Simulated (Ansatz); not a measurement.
# LuB2O3: the cost of one run

Computed with Ansatz 0.2.0 (DFT PBE, scalar-relativistic, plane waves, PAW, unless a step's input says otherwise).

### Step 1. Starting point

Symmetry: P6mm, No. 183, hexagonal system. The conventional cell has a = 4.717 Å, b = 4.717 Å, c = 3.484 Å, α = 90.00°, β = 90.00°, γ = 120.00°. Lu (site symmetry 6mm) has 6 O at 2.46 Å as nearest neighbours. B (site symmetry 3m) has 6 O at 2.21 Å as nearest neighbours. Around O (site symmetry 2mm) lie 4 B at 2.21 Å and 4 O at 2.36 Å and 2 Lu at 2.46 Å.

Coordinates:

```cif
data_structure
_symmetry_space_group_name_H-M 'P 1'
_symmetry_Int_Tables_number 1
_cell_length_a 4.7172
_cell_length_b 4.7172
_cell_length_c 3.4841
_cell_angle_alpha 90.000
_cell_angle_beta 90.000
_cell_angle_gamma 120.000
_cell_volume 67.14
loop_
_atom_site_label
_atom_site_type_symbol
_atom_site_fract_x
_atom_site_fract_y
_atom_site_fract_z
_atom_site_occupancy
Lu1 Lu 0.00000 0.00000 0.19263 1
B1 B 0.66667 0.33333 0.49615 1
B2 B 0.33333 0.66667 0.49615 1
O1 O 0.00000 0.50000 0.99502 1
O2 O 0.50000 0.00000 0.99502 1
O3 O 0.50000 0.50000 0.99502 1
```

The cell is invented: species swapped into a database cell of NaSn2Pd3 (P6mm, No. 183), with Lu on the Na sites, B on the Sn sites and O on the Pd sites. The dimensions are guesses.

### Step 2. The guess as it stands, on a coarse mesh

Input file input.yaml:

```yaml
crystal:
  lattice:
    - [4.7172176, 0.0, 0.0]
    - [-2.3586088, 4.08523028, 0.0]
    - [0.0, 0.0, 3.48405017]
  atoms:
    - { symbol: Lu, position: [0.0, 0.0, 0.19263026] }
    - { symbol: B, position: [0.66666667, 0.33333333, 0.49614772] }
    - { symbol: B, position: [0.33333333, 0.66666667, 0.49614772] }
    - { symbol: O, position: [0.0, 0.5, 0.99502307] }
    - { symbol: O, position: [0.5, 0.0, 0.99502307] }
    - { symbol: O, position: [0.5, 0.5, 0.99502307] }
basis:
  ecutwfc: 420
kpoints:
  mp_grid: { grid: [6, 6, 6] }
hamiltonian:
  xc: pbe
scf:
  occupations: { method: gaussian, width: 0.1 }
  lower_state_search: "off"
output:
  forces: true
  stress: true
  eigenvalues: true
```

The run is started by

```sh
> ansatz run input.yaml --threads 1 --pin off --max-ram 2048MiB --backend cpu --events-out ev --progress --plain --runs-dir out
```

Q: Estimate wall time and peak memory on 1 thread of Arm Neoverse V1, shared host.

About 7.6 s, with a peak of 0.32 GiB.
